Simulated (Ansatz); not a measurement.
**C₂H₆FNO₂W: taking an electron away**

Aim: the vertical ionisation energy of C₂H₆FNO₂W, as cation minus neutral at the neutral's geometry, on several levels, and how well −ε(HOMO) stands in for it.

Program: Ansatz 0.2.0, Gaussian basis. Level of theory: unrestricted cation, the program's frozen cores in correlated methods. These are calculated values, not measurements.

The runs, in order: UKS PBE-D4/def2-TZVPP; UKS r2SCAN-D4/def2-TZVPP; UKS PBE0-D4/def2-TZVPP; UKS B3LYP-D4/def2-TZVPP; UKS wB97X-V/def2-TZVPP; UKS wB97M-V/def2-TZVPP; UKS B2PLYP/def2-TZVPP; UHF-CCSD(T)/def2-TZVPP; UHF-MP2/def2-QZVPP; extrapolation to the limit; then −ε(HOMO) from the neutral's earlier runs with LDA (SPW92), PBE-D4, revPBE-D4, BLYP-D4, r2SCAN-D4, B97M-V, PBE0-D4, B3LYP-D4, r2SCANh-D4, r2SCAN0-D4, HSE06-D4, BHLYP-D4, CAM-B3LYP-D4, LC-ωPBE, ωB97X-V, ωB97M-V.

### 1 Structure used throughout

All runs share one geometry, relaxed beforehand with PBE0-D4 in a triple-zeta def2 set. W takes the def2 core potential; no spin-orbit term is included.

SMILES `C[N](C)[W](=[O])(=[O])[F]`, 13 atoms, charge 0, spin multiplicity 1.

Atoms are counted from 1 here; the program's logs count them from 0.

Bond lengths: C1–N2 1.452 Å, C1–H8 1.096 Å, C1–H9 1.096 Å, C1–H10 1.090 Å, N2–C3 1.452 Å, N2–W4 1.920 Å, C3–H11 1.096 Å, C3–H12 1.095 Å, C3–H13 1.090 Å, W4–O5 1.708 Å, W4–O6 1.708 Å, W4–F7 1.873 Å. Angles: N2–C1–H8 110.2°, N2–C1–H9 110.3°, N2–C1–H10 110.9°, H8–C1–H9 108.3°, H8–C1–H10 108.6°, H9–C1–H10 108.4°, C1–N2–C3 113.4°, C1–N2–W4 123.2°, C3–N2–W4 123.2°, N2–C3–H11 110.3°, N2–C3–H12 110.2°, N2–C3–H13 110.9°, H11–C3–H12 108.3°, H11–C3–H13 108.4°, H12–C3–H13 108.6°, N2–W4–O5 107.4°, N2–W4–O6 107.4°, N2–W4–F7 109.9° and more.

### 2 Cation, UKS PBE-D4/def2-TZVPP

The input, in.yaml:

```yaml
crystal:
  periodic: [false, false, false]
  atoms:
    - {symbol: C, position_ang: [-0.482850, -0.211031, 1.432189]}
    - {symbol: N, position_ang: [0.019501, -0.114285, 0.073685]}
    - {symbol: C, position_ang: [1.170813, -0.962391, -0.176284]}
    - {symbol: W, position_ang: [-0.658294, 1.142071, -1.210614]}
    - {symbol: O, position_ang: [0.647009, 1.605341, -2.210063]}
    - {symbol: O, position_ang: [-1.275019, 2.477454, -0.342464]}
    - {symbol: F, position_ang: [-2.011175, 0.345039, -2.230904]}
    - {symbol: H, position_ang: [-0.837932, -1.227641, 1.633562]}
    - {symbol: H, position_ang: [0.312288, 0.024906, 2.148709]}
    - {symbol: H, position_ang: [-1.307540, 0.482973, 1.592664]}
    - {symbol: H, position_ang: [1.974430, -0.730084, 0.531904]}
    - {symbol: H, position_ang: [0.898501, -2.016567, -0.055160]}
    - {symbol: H, position_ang: [1.550258, -0.815774, -1.187243]}
basis:
  gaussian: {orbitals: def2-TZVPP}
total_charge: 1
magnetization: {spin_polarized: true, initial_magnetization: 1}
hamiltonian: {xc: pbe, dispersion: d4}
```

The run is started by

```console
ansatz run in.yaml --threads 2 --pin off --events-out ev --progress --plain --max-ram 32768MiB --backend cuda --devices 0, --max-vram 18GiB
```

After this run come: Cation, UKS r2SCAN-D4/def2-TZVPP; Cation, UKS PBE0-D4/def2-TZVPP; Cation, UKS B3LYP-D4/def2-TZVPP; Cation, UKS wB97X-V/def2-TZVPP; Cation, UKS wB97M-V/def2-TZVPP; Cation, UKS B2PLYP (frozen core)/def2-TZVPP; Cation, UHF-CCSD(T)/def2-TZVPP; Cation, UHF-MP2/def2-QZVPP.

**Question.** What will the summary of the whole plan be? Wanted: ionisation energy, CCSD(T)/CBS; nearest functional by difference; nearest −ε(HOMO); −ε(HOMO) of PBE; T1 of the cation.

As calculated:

| quantity | value |
| --- | --- |
| ionisation energy, CCSD(T)/CBS | 9.94 eV |
| nearest functional by difference | ωB97X-V (-0.11 eV) |
| nearest −ε(HOMO) | ωB97M-V (+0.19 eV) |
| −ε(HOMO) of PBE | 6.57 eV |
| T1 of the cation | 0.028 |

**Reading.** Energy differences with functionals land within 0.48 eV of the reference. The PBE orbital energy is 3.4 eV too small: a semilocal HOMO is no ionisation energy. Among orbital estimates ωB97M-V comes nearest. Hartree-Fock falls 1.03 eV short, as the neutral has more correlation energy than the cation. Correlated methods include outer-core shells of W, which these sets cover unevenly.
